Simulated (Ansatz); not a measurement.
Run this with the Ansatz DFT code, driven from Python and show what comes out.

`deck.py`
```python
"""C3H5ClSi through the session interface."""

import ansatz as az

DECK = """
crystal:
  periodic: [false, false, false]
  atoms:
    - { symbol: C, position_ang: [-0.6509, 1.9599, -0.501] }
    - { symbol: C, position_ang: [-0.3565, 0.75, -0.5547] }
    - { symbol: C, position_ang: [-0.0418, -0.4982, -0.6287] }
    - { symbol: Si, position_ang: [0.6579, -1.3452, 0.8786] }
    - { symbol: Cl, position_ang: [-0.1567, -1.2157, -2.2023] }
    - { symbol: H, position_ang: [-0.1953, 2.7529, -1.1347] }
    - { symbol: H, position_ang: [-1.4935, 2.3355, 0.1184] }
    - { symbol: H, position_ang: [0.7476, -2.8025, 0.6454] }
    - { symbol: H, position_ang: [-0.3489, -1.1421, 2.0633] }
    - { symbol: H, position_ang: [1.9212, -0.8458, 1.3186] }
basis:
  gaussian: { orbitals: def2-SVP, nuclear_model: point }
hamiltonian:
  xc: r2scan
"""

session = az.Session.from_yaml(DECK)
summary = session.plan(threads=1).execute().report

print(f"E = {summary['free_energy_ev']:.6f} eV = {summary['free_energy_ev'] / 27.211386246:.7f} Ha")
print("converged:", summary["converged"], " doubts:", summary["published_state_doubts"] or "none")
symbols = ["C", "C", "C", "Si", "Cl", "H", "H", "H", "H", "H"]
```

```console
$ python deck.py
E = -23577.789442 eV = -866.4677804 Ha
converged: True  doubts: none
```

Notes:
- The settings weren't tested for convergence.
- The geometry is a force-field or estimated start, not a minimum of this method, and the basis set is short of its limit.
- Wall time of the script: 2.3 s on 1 thread of AMD EPYC 9R45 96-Core Processor (Zen 5) (shared host), peak memory 0.2 GiB.

(Lines on the test bed's own set-up are left out of the output.)
